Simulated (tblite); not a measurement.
# C7H10Cl2: the cost of one run

Computed with tblite 0.8.0 and PySCF 2.14.0, with density-fitted response routines of our own, on a single molecule in the gas phase. Atoms count from 0, in the outputs and in this text.

## Step 1: The starting structure

19 atoms, charge 0, multiplicity 1; geometry from: force field or distance geometry start.

Bonds of the start (Å): C0–C1 1.35, C1–C2 1.48, C2–C3 1.50, C3–C4 1.35, C4–C5 1.52, C4–C6 1.51, C6–Cl7 1.78, C6–Cl8 1.77, C0–H9 1.08, C0–H10 1.08, C1–H11 1.09, C2–H12 1.09, C2–H13 1.10, C3–H14 1.10, C5–H15 1.09, C5–H16 1.09, C5–H17 1.09, C6–H18 1.10.

## Step 2: Optimising the geometry with GFN2-xTB

Job settings and geometry (Å):

```
{"job": {"kind": "relax", "xc": "GFN2-xTB", "basis": "xTB"}, "charge": 0, "multiplicity": 1}
C      3.368200    -0.644300     0.351700
C      2.099500    -0.711300    -0.119100
C      1.254300     0.468200    -0.424300
C      0.040100     0.526300     0.463000
C     -1.248700     0.251200     0.164400
C     -1.691400    -0.201600    -1.216900
C     -2.332800     0.401400     1.203300
Cl    -3.014000    -1.180600     1.642600
Cl    -3.608400     1.506800     0.670300
H      3.842800     0.309900     0.540100
H      3.925600    -1.545000     0.556900
H      1.660400    -1.699700    -0.278900
H      0.966200     0.442200    -1.476300
H      1.810300     1.404600    -0.297200
H      0.275200     0.832300     1.493800
H     -0.865500    -0.600900    -1.798500
H     -2.426400    -1.000300    -1.146300
H     -2.131400     0.626200    -1.768800
H     -1.933800     0.823800     2.139600
```

The run is started by

```bash
$ OMP_NUM_THREADS=1 python probes_run.py task.json out
```

The driver reads the jobs from task.json and runs them one after another.

**Question.** How long does this first job take on 1 thread of Intel Xeon at 2.50GHz, shared host?

About 1.1 s.
